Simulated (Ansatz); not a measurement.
**C2H3AlO: rotation by 180° about the C3–Al4 bond**

Wanted: the energy profile along the rotation by 180° about the C3–Al4 bond, from relaxed end points and a band of images. SMILES of the start: O=C=[CH][AlH2].

Program: Ansatz 0.2.0. Level of theory: RKS r2SCAN-D4/def2-SVP. These are calculated values, not measurements.

## Step 1: The starting structure

Bond lengths: O1–C2 1.162 Å, C2–C3 1.294 Å, C3–Al4 1.965 Å, C3–H5 1.083 Å, Al4–H6 1.547 Å, Al4–H7 1.542 Å. Angles: O1–C2–C3 174.9°, C2–C3–Al4 121.4°, C2–C3–H5 120.4°, Al4–C3–H5 118.2°, C3–Al4–H6 124.1°, C3–Al4–H7 120.2°, H6–Al4–H7 115.7°.

As a file:

```xyz
7

O    -0.4278   -2.0528    1.6286
C     0.1159   -1.3500    0.8797
C     0.6270   -0.5011    0.0468
Al   -0.3810    1.0728   -0.5606
H     1.6296   -0.6458   -0.3365
H    -1.8058    1.4319   -0.0758
H     0.2422    2.0451   -1.5821
```

## Step 2: Relaxing end A

input.yaml reads:

```yaml
crystal:
  periodic: [false, false, false]
  atoms:
    - { symbol: O, position_ang: [-0.4278, -2.0528, 1.62863] }
    - { symbol: C, position_ang: [0.11588, -1.35, 0.87965] }
    - { symbol: C, position_ang: [0.62699, -0.50113, 0.04677] }
    - { symbol: Al, position_ang: [-0.38102, 1.07277, -0.56065] }
    - { symbol: H, position_ang: [1.62964, -0.64577, -0.33651] }
    - { symbol: H, position_ang: [-1.80584, 1.43186, -0.07579] }
    - { symbol: H, position_ang: [0.24215, 2.04507, -1.5821] }
basis:
  gaussian: { orbitals: def2-SVP }
hamiltonian:
  xc: r2scan
  dispersion: d4
relax:
  f_tol: 0.015
  max_steps: 40
```

Started as:

```bash
ansatz run input.yaml --threads 1 --pin off --max-ram 2048MiB --backend cpu --events-out ev --progress --plain --runs-dir out
```

Standard output (excerpt; [...] marks lines left out):

```text
Warning: RAYON_NUM_THREADS=1 ignored (pool sized by the plan → 1); use --threads N
[...]
Functional definition: r2SCAN
[...]
826 factors; their error is unknown
[...]
mean field -10757.65778394 eV, -395.3366317575 hartree, gradient 2.3e-5 eV, S^2 0.000000; 0 other end points of the search recorded, 0 dependent functions left out
[...]
reference -10757.65779400 eV, -395.3366321270 hartree; 18, 18 occupied and 57, 57 virtual orbitals, 826 factors
relax step   1: F+E_penalty+E_count = -10757.68532724 eV  Δ(F+E_penalty+E_count) = +0.000e0 eV  max|allowed force component| = 1.632e0 eV/Å  Δτ_max = 0.0000 Å  (27 SCF iters, accepted)
[...]
relax step   6: F+E_penalty+E_count = -10757.78494464 eV  Δ(F+E_penalty+E_count) = -3.187e-4 eV  max|allowed force component| = 1.679e-2 eV/Å  Δτ_max = 0.0087 Å  (29 SCF iters, accepted)
[...]
relax step   7: F+E_penalty+E_count = -10757.78495527 eV  Δ(F+E_penalty+E_count) = -1.063e-5 eV  max|allowed force component| = 3.917e-3 eV/Å  Δτ_max = 0.0037 Å  (23 SCF iters, accepted)
826 factors; their error is unknown
[...]
mean field -10757.75729412 eV, -395.3402886891 hartree, gradient 1.5e-5 eV, S^2 0.000000; 1 other end points of the search recorded, 0 dependent functions left out
[...]
reference -10757.75730413 eV, -395.3402890571 hartree; 18, 18 occupied and 57, 57 virtual orbitals, 826 factors
Total energy: -10757.78496528 eV, -395.3413055857 hartree
Atom 0 at    -0.441335    -2.016593     1.631568 Å, force     0.001341     0.001971    -0.002066 eV/Å
Atom 1 at     0.084166    -1.306742     0.872314 Å, force    -0.001648    -0.000437     0.001188 eV/Å
Atom 2 at     0.613067    -0.455910     0.012719 Å, force    -0.003728    -0.000478     0.002186 eV/Å
Atom 3 at    -0.374625     1.083895    -0.571256 Å, force    -0.000623     0.000616    -0.000146 eV/Å
Atom 4 at     1.627291    -0.668610    -0.345189 Å, force     0.003917    -0.000525    -0.001614 eV/Å
Atom 5 at    -1.835026     1.304380     0.004217 Å, force     0.000817    -0.000659     0.000045 eV/Å
Atom 6 at     0.326461     2.059580    -1.604372 Å, force    -0.000075    -0.000488     0.000408 eV/Å
Dipole moment:     0.195960     0.064243    -0.142855 e Å
```

It took 30 s on 1 thread of Arm Neoverse V1, shared host; peak memory 0.14 GiB.

The steps of the relaxation:

```csv
step,energy from step 1 (eV),largest force component (eV/Å)
1,0.0000,1.6321
2,-0.0912,0.4919
3,-0.0966,0.1489
4,-0.0984,0.0747
5,-0.0993,0.0650
6,-0.0996,0.0168
7,-0.0996,0.0039
```

Step 1 is the start.

After: Bond lengths: O1–C2 1.165 Å, C2–C3 1.320 Å, C3–Al4 1.920 Å, C3–H5 1.096 Å, Al4–H6 1.585 Å, Al4–H7 1.585 Å. Angles: O1–C2–C3 176.5°, C2–C3–Al4 120.6°, C2–C3–H5 117.3°, Al4–C3–H5 122.1°, C3–Al4–H6 118.4°, C3–Al4–H7 117.7°, H6–Al4–H7 124.0°.

## Step 3: Relaxing end B

The second end starts from a geometry with the move made by hand.

Edit input.yaml of step 2 so:

```diff
@@ -8,4 +8,4 @@
     - { symbol: H, position_ang: [1.62964, -0.64577, -0.33651] }
-    - { symbol: H, position_ang: [-1.80584, 1.43186, -0.07579] }
-    - { symbol: H, position_ang: [0.24215, 2.04507, -1.5821] }
+    - { symbol: H, position_ang: [0.15283, 2.10484, -1.58241] }
+    - { symbol: H, position_ang: [-1.79896, 1.34142, -0.01812] }
 basis:
@@ -18 +18,3 @@
   max_steps: 40
+output:
+  orbitals: {}
```

Started as:

```bash
ansatz run input.yaml --threads 1 --pin off --max-ram 2048MiB --backend cpu --events-out ev --progress --plain --runs-dir out
```

Standard output (excerpt; [...] marks lines left out):

```text
Warning: RAYON_NUM_THREADS=1 ignored (pool sized by the plan → 1); use --threads N
[...]
[... 1 set-up line as earlier in the session ...]
[...]
826 factors; their error is unknown
[...]
mean field -10757.65279488 eV, -395.3364484128 hartree, gradient 2.4e-5 eV, S^2 0.000000; 0 other end points of the search recorded, 0 dependent functions left out
[...]
reference -10757.65280494 eV, -395.3364487824 hartree; 18, 18 occupied and 57, 57 virtual orbitals, 826 factors
relax step   1: F+E_penalty+E_count = -10757.68036616 eV  Δ(F+E_penalty+E_count) = +0.000e0 eV  max|allowed force component| = 1.687e0 eV/Å  Δτ_max = 0.0000 Å  (27 SCF iters, accepted)
[...]
relax step   6: F+E_penalty+E_count = -10757.78492932 eV  Δ(F+E_penalty+E_count) = -3.585e-4 eV  max|allowed force component| = 1.936e-2 eV/Å  Δτ_max = 0.0109 Å  (29 SCF iters, accepted)
[...]
mean field -10757.75727792 eV, -395.3402880939 hartree, gradient 6.8e-5 eV, S^2 0.000000; 1 other end points of the search recorded, 0 dependent functions left out
[...]
reference -10757.75728792 eV, -395.3402884614 hartree; 18, 18 occupied and 57, 57 virtual orbitals, 826 factors
Total energy: -10757.78495713 eV, -395.3413052860 hartree
Atom 0 at    -0.414176    -2.033505     1.629698 Å, force    -0.001545     0.000265     0.000867 eV/Å
Atom 1 at     0.097416    -1.313587     0.870465 Å, force     0.005673    -0.003538    -0.000489 eV/Å
Atom 2 at     0.609870    -0.452071     0.011612 Å, force    -0.006155     0.003445     0.000376 eV/Å
Atom 3 at    -0.405593     1.077072    -0.552461 Å, force    -0.001176     0.000873     0.000144 eV/Å
Atom 4 at     1.623567    -0.649637    -0.356280 Å, force     0.001829    -0.001241    -0.000047 eV/Å
Atom 5 at     0.269368     2.070413    -1.586071 Å, force     0.000501    -0.000349     0.000146 eV/Å
Atom 6 at    -1.862893     1.270645     0.040397 Å, force     0.000873     0.000544    -0.000997 eV/Å
Dipole moment:     0.194604     0.067898    -0.144725 e Å
```

It took 30 s on 1 thread of Arm Neoverse V1, shared host; peak memory 0.14 GiB.

The steps of the relaxation:

```csv
step,energy from step 1 (eV),largest force component (eV/Å)
1,0.0000,1.6867
2,-0.0974,0.5068
3,-0.1023,0.1383
4,-0.1035,0.0496
5,-0.1042,0.0466
6,-0.1046,0.0194
7,-0.1046,0.0062
```

Step 1 is the start.

After: Bond lengths: O1–C2 1.165 Å, C2–C3 1.320 Å, C3–Al4 1.920 Å, C3–H5 1.096 Å, Al4–H6 1.585 Å, Al4–H7 1.585 Å. Angles: O1–C2–C3 176.5°, C2–C3–Al4 120.4°, C2–C3–H5 117.4°, Al4–C3–H5 122.3°, C3–Al4–H6 117.7°, C3–Al4–H7 118.3°, H6–Al4–H7 124.0°.

## Step 4: Nudged elastic band

crystal.atoms is end A as relaxed above, and neb.final_atoms is end B, turned to lie on A. With 7 inner images the band has 9 in all.

input.yaml reads:

```yaml
crystal:
  periodic: [false, false, false]
  atoms:
    - { symbol: O, position_ang: [-0.441335, -2.016593, 1.631568] }
    - { symbol: C, position_ang: [0.084166, -1.306742, 0.872314] }
    - { symbol: C, position_ang: [0.613067, -0.45591, 0.012719] }
    - { symbol: Al, position_ang: [-0.374625, 1.083895, -0.571256] }
    - { symbol: H, position_ang: [1.627291, -0.66861, -0.345189] }
    - { symbol: H, position_ang: [-1.835026, 1.30438, 0.004217] }
    - { symbol: H, position_ang: [0.326461, 2.05958, -1.604372] }
basis:
  gaussian: { orbitals: def2-SVP }
hamiltonian:
  xc: r2scan
  dispersion: d4
neb:
  order_check: false
  images: 7
  f_tol: 0.03
  max_iterations: 60
  initial_path: idpp
  final_atoms:
    - { symbol: O, position_ang: [-0.44151103, -2.0120987, 1.63250388] }
    - { symbol: C, position_ang: [0.08510523, -1.30467304, 0.87180203] }
    - { symbol: C, position_ang: [0.61522841, -0.45636155, 0.01053295] }
    - { symbol: Al, position_ang: [-0.37486426, 1.08302208, -0.57053184] }
    - { symbol: H, position_ang: [1.62839761, -0.6706932, -0.34934004] }
    - { symbol: H, position_ang: [0.32074031, 2.05965738, -1.60637261] }
    - { symbol: H, position_ang: [-1.83309727, 1.30114703, 0.01140663] }
```

Started as:

```bash
ansatz run input.yaml --threads 1 --pin off --max-ram 2048MiB --backend cpu --events-out ev --progress --plain --runs-dir out
```

Standard output (excerpt; [...] marks lines left out):

```text
Warning: RAYON_NUM_THREADS=1 ignored (pool sized by the plan → 1); use --threads N
[...]
[... 1 set-up line as earlier in the session ...]
[...]
826 factors; their error is unknown
[...]
mean field -10757.75729240 eV, -395.3402886258 hartree, gradient 2.9e-5 eV, S^2 0.000000; 0 other end points of the search recorded, 0 dependent functions left out
[...]
reference -10757.75730238 eV, -395.3402889927 hartree; 18, 18 occupied and 57, 57 virtual orbitals, 826 factors
826 factors; their error is unknown
[...]
mean field -10757.75727704 eV, -395.3402880614 hartree, gradient 3.0e-5 eV, S^2 0.000000; 0 other end points of the search recorded, 0 dependent functions left out
[...]
reference -10757.75728702 eV, -395.3402884282 hartree; 18, 18 occupied and 57, 57 virtual orbitals, 826 factors
NEB end point (image 0): max|allowed force component| = 3.922e-3 eV/Å (the criterion of neb.relax_end_points is 1.000e-2)
[...]
NEB iter   7: max|band force component| = 2.206e-2 eV/Å  barrier→ = 0.3533 eV  barrier← = 0.3533 eV  CI = image 4  Δτ_max = 0.0000 Å  (396 SCF iters)
Total energy: -10757.43170137 eV, -395.3283233761 hartree
Atom 0 at     0.799133    -1.434028     2.154827 Å, force    -0.000968    -0.004251     0.001663 eV/Å
Atom 1 at     0.606050    -1.083644     1.056179 Å, force     0.003959     0.004536     0.001710 eV/Å
Atom 2 at     0.357499    -0.631651    -0.151393 Å, force    -0.001500     0.000919    -0.002989 eV/Å
Atom 3 at    -0.573941     1.023279    -0.560985 Å, force     0.000276    -0.008173     0.000390 eV/Å
Atom 4 at     0.713565    -1.258308    -0.980897 Å, force     0.001421    -0.002400     0.000569 eV/Å
Atom 5 at    -2.148169     1.015855    -0.763577 Å, force     0.000288     0.006835    -0.000846 eV/Å
Atom 6 at     0.245861     2.368496    -0.754153 Å, force    -0.003476     0.002535    -0.000496 eV/Å
Dipole moment:    -0.021024     0.040218    -0.312730 e Å
this run last wrote the band of iteration 7 to <dir>
```

Wall time 3.4 min (1 thread of Arm Neoverse V1, shared host); peak memory 0.13 GiB.

## Step 5: The band, image by image

The 7 inner images lie between the fixed ends 0 and 8. Energy is taken from image 0, and the path length is the program's own coordinate along the band.

| image | path (Å) | energy (eV) | dihedral C2–C3–Al4–H7 (°) | band force (eV/Å) |
| --- | --- | --- | --- | --- |
| 0 | 0.000 | 0.0000 | -180 | - |
| 1 | 0.575 | 0.0440 | 156 | 0.016 |
| 2 | 1.150 | 0.1579 | 133 | 0.015 |
| 3 | 1.725 | 0.2902 | 111 | 0.022 |
| 4* | 2.300 | 0.3533 | 91 | 0.008 |
| 5 | 2.876 | 0.2901 | 71 | 0.004 |
| 6 | 3.452 | 0.1577 | 48 | 0.013 |
| 7 | 4.028 | 0.0439 | 23 | 0.011 |
| 8 | 4.603 | 0.0000 | 0 | - |

The star marks the climbing image.

image, energy (eV) and a bar:
```
        0      0.000 
        1      0.044 ####
        2      0.158 #############
        3      0.290 #########################
        4      0.353 ##############################
        5      0.290 #########################
        6      0.158 #############
        7      0.044 ####
        8      0.000
```

How the highest energy settled:

```csv
iteration,highest image above image 0 (eV),largest band force (eV/Å)
1,0.4489,0.887
2,0.3774,0.340
3,0.3580,0.171
4,0.3552,0.129
5,0.3545,0.100
6,0.3533,0.037
7,0.3533,0.022
```

The band as a trajectory file:

```xyz
7
image=0 dE=0.0000
O    -0.441   -2.017    1.632
C     0.084   -1.307    0.872
C     0.613   -0.456    0.013
Al   -0.375    1.084   -0.571
H     1.627   -0.669   -0.345
H    -1.835    1.304    0.004
H     0.326    2.060   -1.604
7
image=1 dE=0.0440
O    -0.158   -1.899    1.870
C     0.181   -1.278    0.944
C     0.523   -0.521   -0.081
Al   -0.434    1.069   -0.583
H     1.466   -0.778   -0.579
H    -1.952    1.250   -0.166
H     0.373    2.157   -1.405
7
image=2 dE=0.1579
O     0.167   -1.740    2.047
C     0.308   -1.222    1.011
C     0.444   -0.575   -0.128
Al   -0.497    1.044   -0.592
H     1.276   -0.909   -0.762
H    -2.061    1.174   -0.375
H     0.363    2.228   -1.201
7
image=3 dE=0.2902
O     0.488   -1.580    2.140
C     0.450   -1.155    1.052
C     0.387   -0.614   -0.144
Al   -0.543    1.029   -0.581
H     1.026   -1.078   -0.907
H    -2.127    1.098   -0.577
H     0.318    2.301   -0.981
7
image=4 dE=0.3533
O     0.799   -1.434    2.155
C     0.606   -1.084    1.056
C     0.357   -0.632   -0.151
Al   -0.574    1.023   -0.561
H     0.714   -1.258   -0.981
H    -2.148    1.016   -0.764
H     0.246    2.368   -0.754
7
image=5 dE=0.2901
O     1.110   -1.308    2.093
C     0.760   -1.018    1.016
C     0.325   -0.643   -0.166
Al   -0.602    1.016   -0.543
H     0.385   -1.405   -0.956
H    -2.136    0.950   -0.942
H     0.157    2.407   -0.502
7
image=6 dE=0.1577
O     1.413   -1.186    1.962
C     0.889   -0.967    0.944
C     0.257   -0.669   -0.173
Al   -0.634    1.007   -0.520
H     0.096   -1.508   -0.863
H    -2.096    0.931   -1.127
H     0.074    2.393   -0.224
7
image=7 dE=0.0439
O     1.682   -1.075    1.776
C     0.974   -0.933    0.861
C     0.150   -0.712   -0.145
Al   -0.659    0.997   -0.493
H    -0.155   -1.591   -0.725
H    -2.012    0.988   -1.318
H     0.019    2.325    0.043
7
image=8 dE=0.0000
O    -0.437   -2.011    1.635
C     0.088   -1.304    0.872
C     0.615   -0.457    0.009
Al   -0.376    1.083   -0.570
H     1.627   -0.671   -0.354
H     0.316    2.059   -1.609
H    -1.833    1.302    0.017
```

## Step 6: Frequencies at the highest image

The geometry is the highest inner image of the first converged band.

input.yaml reads:

```yaml
crystal:
  periodic: [false, false, false]
  atoms:
    - { symbol: O, position_ang: [0.799133, -1.434028, 2.154827] }
    - { symbol: C, position_ang: [0.60605, -1.083644, 1.056179] }
    - { symbol: C, position_ang: [0.357499, -0.631651, -0.151393] }
    - { symbol: Al, position_ang: [-0.573941, 1.023279, -0.560985] }
    - { symbol: H, position_ang: [0.713565, -1.258308, -0.980897] }
    - { symbol: H, position_ang: [-2.148169, 1.015855, -0.763577] }
    - { symbol: H, position_ang: [0.245861, 2.368496, -0.754153] }
basis:
  gaussian: { orbitals: def2-SVP }
hamiltonian:
  xc: r2scan
  dispersion: d4
phonons: {}
```

Started as:

```bash
ansatz run input.yaml --threads 1 --pin off --max-ram 2048MiB --backend cpu --events-out ev --progress --plain --runs-dir out
```

Standard output (excerpt; [...] marks lines left out):

```text
Warning: RAYON_NUM_THREADS=1 ignored (pool sized by the plan → 1); use --threads N
[...]
[... 1 set-up line as earlier in the session ...]
[...]
826 factors; their error is unknown
[...]
mean field -10757.40437126 eV, -395.3273190134 hartree, gradient 2.8e-6 eV, S^2 0.000000; 0 other end points of the search recorded, 0 dependent functions left out
[...]
reference -10757.40438145 eV, -395.3273193878 hartree; 18, 18 occupied and 57, 57 virtual orbitals, 826 factors
[...]
826 factors; their error is unknown
mean field -10757.40435148 eV, -395.3273182863 hartree, gradient 1.2e-6 eV, S^2 0.000000; 0 other end points of the search recorded, 0 dependent functions left out
[...]
reference -10757.40436167 eV, -395.3273186607 hartree; 18, 18 occupied and 57, 57 virtual orbitals, 826 factors
[...]
826 factors; their error is unknown
[...]
mean field -10757.40414732 eV, -395.3273107835 hartree, gradient 2.8e-6 eV, S^2 0.000000; 0 other end points of the search recorded, 0 dependent functions left out
[...]
reference -10757.40415751 eV, -395.3273111579 hartree; 18, 18 occupied and 57, 57 virtual orbitals, 826 factors
[...]
826 factors; their error is unknown
mean field -10757.40430120 eV, -395.3273164387 hartree, gradient 1.1e-6 eV, S^2 0.000000; 0 other end points of the search recorded, 0 dependent functions left out
[...]
reference -10757.40431139 eV, -395.3273168131 hartree; 18, 18 occupied and 57, 57 virtual orbitals, 826 factors
[...]
826 factors; their error is unknown
mean field -10757.40430205 eV, -395.3273164698 hartree, gradient 1.3e-6 eV, S^2 0.000000; 0 other end points of the search recorded, 0 dependent functions left out
[...]
reference -10757.40431224 eV, -395.3273168442 hartree; 18, 18 occupied and 57, 57 virtual orbitals, 826 factors
[...]
826 factors; their error is unknown
mean field -10757.40428359 eV, -395.3273157915 hartree, gradient 1.7e-6 eV, S^2 0.000000; 0 other end points of the search recorded, 0 dependent functions left out
[...]
```

## Step 7: The output, continued: vibrations at the highest image of the band

The log, continued (excerpt; [...] marks lines left out):

```text
reference -10757.40429378 eV, -395.3273161659 hartree; 18, 18 occupied and 57, 57 virtual orbitals, 826 factors
[...]
826 factors; their error is unknown
mean field -10757.40431977 eV, -395.3273171210 hartree, gradient 1.6e-6 eV, S^2 0.000000; 0 other end points of the search recorded, 0 dependent functions left out
[...]
reference -10757.40432996 eV, -395.3273174955 hartree; 18, 18 occupied and 57, 57 virtual orbitals, 826 factors
[...]
826 factors; their error is unknown
mean field -10757.40434877 eV, -395.3273181868 hartree, gradient 2.6e-6 eV, S^2 0.000000; 0 other end points of the search recorded, 0 dependent functions left out
[...]
reference -10757.40435896 eV, -395.3273185612 hartree; 18, 18 occupied and 57, 57 virtual orbitals, 826 factors
[...]
826 factors; their error is unknown
[...]
mean field -10757.40435064 eV, -395.3273182556 hartree, gradient 2.6e-6 eV, S^2 0.000000; 0 other end points of the search recorded, 0 dependent functions left out
[...]
WARN: phonons: modes at or below zero, which the zero-point energy, F, S and C_V leave out: 1, the lowest at -306.48 cm⁻¹. A minimum has none, and a first-order saddle one
Total energy: -10757.43169467 eV, -395.3283231302 hartree
Atom 0 at     0.799133    -1.434028     2.154827 Å, force    -0.001092    -0.004181     0.001039 eV/Å
Atom 1 at     0.606050    -1.083644     1.056179 Å, force     0.004093     0.004668     0.002123 eV/Å
Atom 2 at     0.357499    -0.631651    -0.151393 Å, force    -0.001540     0.000656    -0.002749 eV/Å
Atom 3 at    -0.573941     1.023279    -0.560985 Å, force     0.000240    -0.008069     0.000302 eV/Å
Atom 4 at     0.713565    -1.258308    -0.980897 Å, force     0.001434    -0.002384     0.000572 eV/Å
Atom 5 at    -2.148169     1.015855    -0.763577 Å, force     0.000311     0.006785    -0.000824 eV/Å
Atom 6 at     0.245861     2.368496    -0.754153 Å, force    -0.003446     0.002525    -0.000464 eV/Å
Dipole moment:    -0.021024     0.040219    -0.312735 e Å
Vibrations: -306.48 115.88 290.60 528.85 541.45 564.80 580.84 695.11 808.50 993.85 1309.28 1934.26 1939.07 2235.28 3161.16 cm⁻¹, zero-point energy 0.973209 eV
```

Run time: 91 s. Hardware: 1 thread of Arm Neoverse V1, shared host; peak memory 0.12 GiB.

Of 15 modes, 1 is imaginary by more than 30 cm⁻¹ (306i cm⁻¹).

## Step 8: What came out

| quantity | value |
| --- | --- |
| end A | 6 moves, 0.100 eV lower |
| end B | 6 moves, 0.105 eV lower |
| barrier forwards | 0.35 eV |
| barrier backwards | 0.35 eV |
| second end relative to first | 0.000 eV |
| highest image | 4 of 0 to 8, climbing |
| band iterations | 7 |
| imaginary modes at the top | 306i cm⁻¹ |

What this shows: The top lies 0.35 eV above the first end, or 14 kT at room temperature, which at an assumed attempt frequency of 10^13 s⁻¹ means a rate near 10^7 s⁻¹. The two ends lie within 1 meV of each other. The listed dihedral goes from -180° at end A through 91° at the highest image to 0° at end B. One imaginary mode, as a first-order saddle point has. Zero-point energy and entropy are left out.
